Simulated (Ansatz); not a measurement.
# AlH₄SbSi: a ladder of functionals and wavefunction methods

An exercise on one series of results from a longer session: the logs are not shown, and one member is left open.

Method: functionals in def2-TZVPP, the program's frozen cores in correlated methods; program: Ansatz 0.2.0, Gaussian basis.

The runs, in order: LDA (SPW92), PBE-D4, revPBE-D4, BLYP-D4, r2SCAN-D4, B97M-V, PBE0-D4, B3LYP-D4, r2SCANh-D4, r2SCAN0-D4, HSE06-D4, BHLYP-D4, CAM-B3LYP-D4, LC-ωPBE, ωB97X-V, ωB97M-V, B2PLYP, PBE-QIDH; CCSD(T)/def2-SVP; CCSD(T)/def2-TZVPP; MP2/def2-QZVPP; extrapolation to the limit; RPA on PBE.

### The relaxed structure

The geometry comes from an earlier relaxation with PBE0-D4 in a triple-zeta def2 set; it is a stationary point, not always the lowest conformer. Sb takes the def2 core potential; no spin-orbit term is included.

SMILES `[AlH]1[SiH2][SbH]1`, 7 atoms, charge 0, spin multiplicity 1.

Atoms are counted from 1 here; the program's logs count them from 0.

Bond lengths: Al1–Si2 2.353 Å, Al1–Sb3 2.590 Å, Al1–H4 1.577 Å, Si2–Sb3 2.630 Å, Si2–H5 1.488 Å, Si2–H6 1.486 Å, Sb3–H7 1.803 Å. Angles: Si2–Al1–Sb3 64.1°, Si2–Al1–H4 154.0°, Sb3–Al1–H4 141.2°, Al1–Si2–Sb3 62.3°, Al1–Si2–H5 131.5°, Al1–Si2–H6 116.3°, Sb3–Si2–H5 117.5°, Sb3–Si2–H6 106.5°, H5–Si2–H6 109.9°, Al1–Sb3–Si2 53.6°, Al1–Sb3–H7 49.0°, Si2–Sb3–H7 80.4°.

The first run:

The input, in.yaml:

```yaml
crystal:
  periodic: [false, false, false]
  atoms:
    - {symbol: Al, position_ang: [-0.895048, -0.711208, -0.620087]}
    - {symbol: Si, position_ang: [0.193797, 1.109467, 0.398386]}
    - {symbol: Sb, position_ang: [1.689000, -0.852287, -0.513614]}
    - {symbol: H, position_ang: [-2.159168, -1.575881, -0.997185]}
    - {symbol: H, position_ang: [0.353260, 1.488703, 1.828341]}
    - {symbol: H, position_ang: [0.463341, 2.284626, -0.470903]}
    - {symbol: H, position_ang: [0.416019, -1.811420, 0.329262]}
basis:
  gaussian: {orbitals: def2-TZVPP}
hamiltonian: {xc: lda}
output: {orbitals: {seedname: orbitals}}
```

Command:

```
ansatz run in.yaml --threads 2 --pin off --events-out ev --progress --plain --max-ram 4352MiB
```

Among the steps run: LDA; PBE-D4 (GGA); revPBE-D4 (GGA); BLYP-D4 (GGA); r2SCAN-D4 (meta-GGA); B97M-V (meta-GGA); PBE0-D4 (hybrid); B3LYP-D4 (hybrid); r2SCANh-D4 (hybrid); r2SCAN0-D4 (hybrid); HSE06-D4 (hybrid); BHLYP-D4 (hybrid); CAM-B3LYP-D4 (range-separated); LC-ωPBE (range-separated); ωB97X-V (range-separated); ωB97M-V (range-separated); B2PLYP (double hybrid); PBE-QIDH (double hybrid).

One of the session's tables, all rows but one given; the rest of the session is left out.

It belongs to the step «Frontier levels by functional». 

| functional | HOMO (eV) | LUMO (eV) | gap (eV) |
| --- | --- | --- | --- |
| LDA (SPW92) | -5.33 | -2.97 | 2.36 |
| PBE-D4 | -5.20 | -2.75 | 2.45 |
| revPBE-D4 | -5.15 | -2.67 | 2.49 |
| BLYP-D4 | -5.01 | -2.58 | 2.43 |
| r2SCAN-D4 | -5.39 | -2.59 | 2.79 |
| B97M-V | -5.36 | -2.57 | 2.79 |
| PBE0-D4 | -6.05 | -2.04 | 4.01 |
| B3LYP-D4 | -5.84 | -2.17 | 3.67 |
| r2SCANh-D4 | -5.70 | -2.34 | 3.36 |
| r2SCAN0-D4 | ? | ? | ? |
| HSE06-D4 | -5.67 | -2.41 | 3.27 |
| BHLYP-D4 | -6.72 | -1.20 | 5.52 |
| CAM-B3LYP-D4 | -7.10 | -1.04 | 6.06 |
| LC-ωPBE | -8.28 | -0.09 | 8.19 |
| ωB97X-V | -8.01 | -0.15 | 7.86 |
| ωB97M-V | -7.86 | -0.34 | 7.51 |

**Question.** Estimate the row for r2SCAN0-D4.

Worked estimate for «HOMO (eV)». Against the share of exact exchange, r2SCAN-D4 (0, -5.39), r2SCANh-D4 (0.1, -5.70) give a slope of -3.10 per unit share; at 0.25 the line stands at -6.16.

**Answer.** HOMO (eV): -6.17; LUMO (eV): -1.96; gap (eV): 4.21. In «HOMO (eV)» the line misses by +0.01.
